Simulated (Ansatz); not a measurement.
# Mg6ZrN: the cost of one run

Program: Ansatz 0.2.0. Level of theory: DFT PBE, scalar-relativistic, plane waves, PAW, unless a step names another level. These are calculated values, not measurements.

9 further runs of the same task are left out: 1 that didn't finish, 8 set aside as unsound or not needed.

**1. Plan**

Pauling electronegativities: Mg 1.31, Zr 1.33, N 3.04 (spread 1.73). No set of common oxidation states balances it. Tabulated atomic sizes suggest about 15 Å³/atom. 34 candidates were drawn, by swapping species into database cells of other compounds, at random by space group and Wyckoff sites, or by hand, as the table says:

| name | made from | space group no. | Wyckoff sites | atoms (primitive cell) | V (Å³/atom) |
| --- | --- | --- | --- | --- | --- |
| c01 | random | 166 | Mg 18g; Zr 3b; N 3a | 8 | 19.1 |
| c02 | built by hand: ordered Ca7Ge derivative | 225 | Mg 24d; Zr 4a; N 4b | 8 | 15.7 |
| c03 | database cell of Nb6AlSn | 200 | Mg 6f; Zr 1b; N 1a | 8 | 16.8 |
| c04 | built by hand: rocksalt ZrN bilayer in fcc Mg | 129 | Mg 2c, 2c, 2c, 2c, 2c, 2c; Zr 2c; N 2c | 16 | 20.1 |
| c05 | database cell of PtPbF6 | 166 | Mg 18h; Zr 3a; N 3b | 8 | 15.1 |
| c06 | database cell of ZrCrF6 | 225 | Mg 24e; Zr 4b; N 4a | 8 | 21.5 |
| c07 | database cell of CaYMg6 | 123 | Mg 2e, 4j; Zr 1b; N 1d | 8 | 21.5 |
| c08 | database cell of V6SiOs | 200 | Mg 6f; Zr 1a; N 1b | 8 | 15.3 |
| c09 | database cell of NaMoF6 | 139 | Mg 8h, 4e; Zr 2b; N 2a | 8 | 21.1 |
| c10 | database cell of NbAl6Mo | 123 | Mg 1c, 1b, 4i; Zr 1d; N 1a | 8 | 15.8 |
| c11 | database cell of Mg6CdIn | 187 | Mg 3k, 3j; Zr 1f; N 1c | 8 | 18.5 |
| c12 | random | 221 | Mg 6e; Zr 1b; N 1a | 8 | 19.6 |
| c13 | random | 225 | Mg 24d; Zr 4a; N 4b | 8 | 17.9 |
| c14 | built by hand: single rocksalt ZrN sheet in fcc Mg | 139 | Mg 4e, 4e, 4e; Zr 2a; N 2b | 8 | 20.1 |
| c15 | random | 123 | Mg 4i, 2g; Zr 1b; N 1c | 8 | 19.2 |
| c16 | built by hand: hcp Mg 2x2x1 superstructure, Zr and N adjacent | 38 | Mg 4e, 4d, 2a, 2b; Zr 2a; N 2b | 8 | 17.6 |
| c17 | random | 191 | Mg 6m; Zr 1b; N 1a | 8 | 18.3 |
| c18 | built by hand: close-packed Zr-N layer in Mg | 156 | Mg 1b, 1a, 1c, 1b, 1a, 1b; Zr 1a; N 1c | 8 | 19.5 |
| c19 | random | 166 | Mg 9e, 9d; Zr 3b; N 3a | 8 | 19.3 |
| c20 | random | 221 | Mg 6f; Zr 1a; N 1b | 8 | 19.0 |
| c21 | database cell of CaZrF6 | 225 | Mg 24e; Zr 4a; N 4b | 8 | 21.5 |
| c22 | random | 216 | Mg 16e, 4b, 4a; Zr 4c; N 4d | 8 | 15.9 |
| c23 | random | 187 | Mg 6n; Zr 1b; N 1a | 8 | 18.7 |
| c24 | built by hand: ordered Ni3Sn (D019) derivative | 187 | Mg 3k, 3j; Zr 1a; N 1d | 8 | 17.3 |
| c25 | random | 123 | Mg 4k, 1d, 1b; Zr 1a; N 1c | 8 | 19.6 |
| c26 | random | 191 | Mg 6l; Zr 1a; N 1b | 8 | 17.5 |
| c27 | database cell of GaGePt6 | 121 | Mg 8i, 4c; Zr 2b; N 2a | 8 | 14.6 |
| c28 | database cell of TaTiNi6 | 187 | Mg 3k, 3j; Zr 1a; N 1d | 8 | 16.6 |
| c29 | random | 225 | Mg 24d; Zr 4b; N 4a | 8 | 17.3 |
| c30 | database cell of SrCrF6 | 166 | Mg 18h; Zr 3b; N 3a | 8 | 14.5 |
| c31 | database cell of CeAl6Pd | 123 | Mg 2h, 4i; Zr 1b; N 1a | 8 | 17.8 |
| c32 | random | 187 | Mg 3j, 2h, 1f; Zr 1e; N 1a | 8 | 19.8 |
| c33 | random | 191 | Mg 6i; Zr 1a; N 1b | 8 | 18.9 |
| c34 | database cell of LaGa6Pd | 123 | Mg 4i, 2h; Zr 1a; N 1b | 8 | 15.6 |

**2. Screening run of c04**

input.yaml

```yaml
crystal:
  lattice:
    - [3.22, 0.0, 0.0]
    - [0.0, 3.22, 0.0]
    - [0.0, 0.0, 31.0]
  atoms:
    - { symbol: Mg, position: [0.5, 0.0, 0.6071] }
    - { symbol: Mg, position: [0.0, 0.5, 0.5357] }
    - { symbol: Mg, position: [0.0, 0.5, 0.3929] }
    - { symbol: Mg, position: [0.5, 0.0, 0.4643] }
    - { symbol: Mg, position: [0.0, 0.5, 0.8214] }
    - { symbol: Mg, position: [0.5, 0.0, 0.75] }
    - { symbol: Mg, position: [0.0, 0.5, 0.6786] }
    - { symbol: Mg, position: [0.0, 0.5, 0.1071] }
    - { symbol: Mg, position: [0.5, 0.0, 0.8929] }
    - { symbol: Mg, position: [0.5, 0.0, 0.1786] }
    - { symbol: Mg, position: [0.0, 0.5, 0.25] }
    - { symbol: Mg, position: [0.5, 0.0, 0.3214] }
    - { symbol: Zr, position: [0.0, 0.5, 0.9643] }
    - { symbol: Zr, position: [0.5, 0.0, 0.0357] }
    - { symbol: "N", position: [0.0, 0.5, 0.0357] }
    - { symbol: "N", position: [0.5, 0.0, 0.9643] }
basis:
  ecutwfc: 420
kpoints:
  mp_grid: { grid: [5, 5, 1] }
hamiltonian:
  xc: pbe
scf:
  occupations: { method: gaussian, width: 0.2 }
  lower_state_search: "off"
output:
  forces: true
  stress: true
  eigenvalues: true
relax:
  adjacent_minimum: "off"
  f_tol: 0.08
  max_steps: 16
  cell: { stress_tol: 0.8 }
```

On the command line:

```sh
$ ansatz run input.yaml --threads 1 --pin off --max-ram 2560MiB --backend cpu --events-out ev --progress --plain --runs-dir out
```

Q: Estimate wall time and peak memory on 1 thread of Intel Xeon Platinum 8375C at 2.90GHz (Ice Lake), shared host.

About 36 s, with a peak of 0.67 GiB.
